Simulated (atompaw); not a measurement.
**Pseudopotential generation for carbon: PAW (atompaw), PBE**

Task: generate the file, and judge it by its logarithmic derivatives, its ghosts and its cutoff.

Program: atompaw 4.2.0.5. Reference atom: PBE, scalar-relativistic, spherical and spin-unpolarised. All values are calculated.

**1. Settings**

The settings as typed:

```
element                 : carbon (C, Z = 6)
type                    : PAW
frozen core             : [He]
valence charge          : 4
reference configuration : 2s1 2p3
partial waves           : 2s (bound): rc 3.00 bohr; 2s channel at -0.45 Ry: rc 0.90 bohr; 2p (bound): rc 3.00 bohr; 2p channel at 3.25 Ry: rc 3.00 bohr
local potential         : troulliermartins scheme with l = 2 at 0 Ry, radius 2.20 bohr
core correction         : smooth core density matched at 2.00 bohr
augmentation charge     : sinc compensation charge, radius 2.70 bohr; PAW radius 3.00 bohr; waves and projectors: custom rrkj gramschmidtortho
```

The nodes and maxima of the atom's own shells, from an earlier all-electron run, set the scale for the radii.

All-electron outer shells of the reference configuration (PBE, scalar-relativistic, ld1.x):

```json
{"shell": "1s", "level (eV)": "-274.35", "outermost node (bohr)": "–", "outermost maximum (bohr)": "0.17"}
{"shell": "2s", "level (eV)": "-14.20", "outermost node (bohr)": "0.38", "outermost maximum (bohr)": "1.22"}
{"shell": "2p", "level (eV)": "-5.71", "outermost node (bohr)": "–", "outermost maximum (bohr)": "1.20"}
```

**2. Generating the potential**

File C.input:

```
C 6
GGA-PBE scalarrelativistic loggrid 1500 logderivrange -3 5 201
2 2 0 0 0 0
2 0 1
2 1 3
0 0 0
c
v
v
1
3.00 2.70 2.20 2.00
y
-0.45
n
y
3.25
n
custom rrkj gramschmidtortho sinc
2 0 troulliermartins
3.00
0.90
3.00
3.00
PWSCFOUT
UPFDX 0.0125d0 UPFXMIN -7.d0 UPFZMESH 6.d0
END
```

Started as:

```bash
atompaw < C.input > C.log
```

**Question.** What will these runs give? Wanted: cutoffs for 10 and 1 mRy, occupied levels; bound ghosts; largest phase difference near zero energy, channels read; lowest eigenvalue of the overlap; share of valence orbitals outside the PAW sphere; UPF file.

The runs gave:

| quantity | value |
| --- | --- |
| cutoffs for 10 and 1 mRy, occupied levels | 8 Ry and 10 Ry |
| bound ghosts | none found |
| largest phase difference near zero energy, channels read | 0.178 rad |
| lowest eigenvalue of the overlap (Bessel basis) | 0.494 (s) |
| share of valence orbitals outside the PAW sphere | 2s 4 %, 2p 11 % |
| UPF file | written |

The potential is soft on the atom at that tolerance: the looser tolerance needs 8 Ry. The slowest occupied level is 2p: taken alone it needs 8 Ry to come within 1 mRy, against 6 Ry or less for 2s. The Bessel-basis test finds no level below the valence levels. Near zero energy the largest phase difference among the channels read is 0.18 rad, in the s channel. These are tests on the free atom; a crystal test is still owed.
